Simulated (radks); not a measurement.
**Sr³⁺ in [Ar] 3d10 4s2 4p5: an all-electron calculation**

An exercise on one series of results from a longer session: the logs are not shown, and one member is left open.

Method: scalar-relativistic Kohn-Sham, PBE, spin-polarised, spherical densities, finite nucleus; open shells are filled with parallel spins first. Code: radks (a radial shooting solver on a logarithmic mesh, Libxc functionals) version 1.

**Starting point**

- element: strontium (Z = 38)
- charge: +3
- electrons: 35
- configuration: [Ar] 3d10 4s2 4p5
- nuclear rms radius: 4.224 fm

The outer shells:

Sr³⁺
```
[Ar] core
3d [↑↓][↑↓][↑↓][↑↓][↑↓]
4s [↑↓]
4p [↑↓][↑↓][↑ ]
```

Set-up of the first run:

Settings of this run:

```text
Z 38
configuration [Ar] 3d10 4s2 4p5
relativity scalar-relativistic
functional pbe,pbe
spin polarised
nucleus finite rms 4.224 fm
c 137.035999084
```

Launch:

```console
$ python run_ks.py task.json out
```

The same process makes all the runs of this session.

Among the steps run: Self-consistent calculation.

One of the session's tables, all rows but one given; the rest of the session is left out.

It belongs to the step «Radial structure». From the orbitals of this run (lengths in bohr):

```
  level      <r>  outermost maximum (interpolated)  90 % within  nodes
  1s up  0.03916                            0.0255       0.0701      0
1s down  0.03916                            0.0255       0.0701      0
  2s up   0.1725                             0.145        0.267      1
2s down   0.1725                             0.145        0.267      1
  2p up   0.1504                             0.116        0.245      0
2p down   0.1504                             0.116        0.245      0
  3s up   0.4919                             0.436        0.729      2
3s down   0.4918                             0.436        0.729      2
  3p up   0.4982                             0.431        0.757      1
3p down        ?                                 ?            ?      ?
  3d up   0.4977                             0.376        0.807      0
3d down   0.4972                             0.376        0.805      0
  4s up    1.325                              1.18         1.93      3
4s down    1.325                              1.18         1.93      3
  4p up    1.490                              1.30         2.20      2
4p down    1.495                              1.30         2.21      2
```

**Question.** Estimate the row for 3p down.

The run gave: <r>: 0.4981; outermost maximum (interpolated): 0.431; 90 % within: 0.756; nodes: 1. In the column «<r>» it lies between 3d up (0.4977) and 3p up (0.4982).

Limits of these values: Open shells are spherical and high-spin; term and fine-structure splittings are not resolved.
